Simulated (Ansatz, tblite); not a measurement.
# 2x2x4 CaO rock-salt block (Ca₈O₈): rung by rung

How do method and basis change the picture of 2x2x4 CaO rock-salt block (Ca₈O₈) (singlet)?

Computed with Ansatz 0.2.0, Gaussian basis. Level: as each input shows.

Levels to be run: GFN1-xTB, GFN2-xTB, PBE-D4/def2-SVP, r2SCAN-D4/def2-SVP, HF/STO-3G, HF/6-31G, B3LYP-D4/6-31G, MP2/def2-SVP, RPA/def2-SVP.

12 further runs of the same task are left out: 11 that didn't finish, 1 set aside as unsound or not needed. Runs told in other sessions of the task aren't counted.

### Step 1. The structure

The singlet was relaxed beforehand with PBE-D4/def2-SVP.

16 atoms, charge 0, spin multiplicity 1.

Bond lengths: Ca1–O2 2.211 Å, Ca1–O5 2.152 Å, Ca1–O9 2.152 Å, O2–Ca3 2.270 Å, O2–Ca6 2.304 Å, O2–Ca10 2.305 Å, Ca3–O4 2.226 Å, Ca3–O7 2.304 Å, Ca3–O11 2.304 Å, O4–Ca8 2.152 Å, O4–Ca12 2.152 Å, O5–Ca6 2.226 Å, O5–Ca13 2.152 Å, Ca6–O7 2.270 Å, Ca6–O14 2.304 Å, O7–Ca8 2.210 Å, O7–Ca15 2.305 Å, Ca8–O16 2.152 Å and more. Angles: O2–Ca1–O5 90.2°, O2–Ca1–O9 90.2°, O5–Ca1–O9 87.3°, Ca1–O2–Ca3 178.9°, Ca1–O2–Ca6 90.0°, Ca1–O2–Ca10 90.0°, Ca3–O2–Ca6 90.7°, Ca3–O2–Ca10 90.7°, Ca6–O2–Ca10 92.7°, O2–Ca3–O4 173.4°, O2–Ca3–O7 89.2°, O2–Ca3–O11 89.2°, O4–Ca3–O7 86.0°, O4–Ca3–O11 86.0°, O7–Ca3–O11 87.3°, Ca3–O4–Ca8 93.7°, Ca3–O4–Ca12 93.7°, Ca8–O4–Ca12 92.7° and more.

PBE0-D4/def2-SVP was run before; its log isn't repeated, and its numbers join the tables.

### Step 2. GFN1-xTB

Tight binding, by tblite at 300 K electronic temperature and without a spin-polarisation term:

```python
tblite.interface.Calculator('GFN1-xTB', numbers, positions, charge=0, uhf=0).singlepoint()
```

Energy -1171.6860 eV, HOMO -6.08 eV, LUMO -3.89 eV; 0.048 s.

### Step 3. GFN2-xTB

Tight binding, by tblite at 300 K electronic temperature and without a spin-polarisation term:

```python
tblite.interface.Calculator('GFN2-xTB', numbers, positions, charge=0, uhf=0).singlepoint()
```

Energy -995.2341 eV, HOMO -10.26 eV, LUMO -9.96 eV; 0.17 s.

### Step 4. PBE-D4/def2-SVP

start.molden holds the orbitals of an earlier run on this state, given as this run's starting guess.

in.yaml reads:

```yaml
crystal:
  periodic: [false, false, false]
  atoms:
    - {symbol: Ca, position_ang: [-1.106330, -1.099011, -3.355806]}
    - {symbol: O, position_ang: [-1.127853, -1.122440, -1.145495]}
    - {symbol: Ca, position_ang: [-1.180338, -1.176908, 1.123197]}
    - {symbol: O, position_ang: [-1.048944, -1.048150, 3.341830]}
    - {symbol: O, position_ang: [-1.051820, 1.052186, -3.339668]}
    - {symbol: Ca, position_ang: [-1.178177, 1.181331, -1.120788]}
    - {symbol: O, position_ang: [-1.121214, 1.126702, 1.147782]}
    - {symbol: Ca, position_ang: [-1.095295, 1.103200, 3.358004]}
    - {symbol: O, position_ang: [1.045075, -1.052650, -3.341666]}
    - {symbol: Ca, position_ang: [1.175796, -1.181592, -1.122985]}
    - {symbol: O, position_ang: [1.123477, -1.126550, 1.145652]}
    - {symbol: Ca, position_ang: [1.102253, -1.102680, 3.355877]}
    - {symbol: Ca, position_ang: [1.099547, 1.098549, -3.358095]}
    - {symbol: O, position_ang: [1.125387, 1.122241, -1.147923]}
    - {symbol: Ca, position_ang: [1.182603, 1.177095, 1.120570]}
    - {symbol: O, position_ang: [1.055843, 1.048675, 3.339525]}
basis:
  gaussian: {orbitals: def2-SVP, initial_orbitals: start.molden}
hamiltonian: {xc: pbe, dispersion: d4}
scf: {omitted_lower_state_checks: [starts]}
output: {orbitals: {seedname: orbitals}}
```

Run with:

```sh
$ ansatz run in.yaml --threads 4 --pin off --events-out ev --progress --plain --max-ram 6963MiB
```

The runs that follow: r2SCAN-D4/def2-SVP; HF/STO-3G; HF/6-31G; B3LYP-D4/6-31G; MP2/def2-SVP; RPA/def2-SVP.

Before running them: what should the planned runs give, taken together? Wanted: gap in def2-SVP, named functionals, smallest and largest; correlation energy, MP2/def2-SVP; binding an atom, functionals in def2-SVP.

As calculated:

| quantity | value |
| --- | --- |
| gap in def2-SVP, named functionals, smallest and largest | 2.56 eV (PBE-D4), 4.29 eV (PBE0-D4) |
| correlation energy, MP2/def2-SVP | -72.32 eV |
| binding an atom, functionals in def2-SVP | 4.61 (PBE0-D4) to 4.91 eV (PBE-D4) |

Orbital gaps of the named functionals in def2-SVP span 2.56 eV (PBE-D4) to 4.29 eV (PBE0-D4); exact exchange widens it.
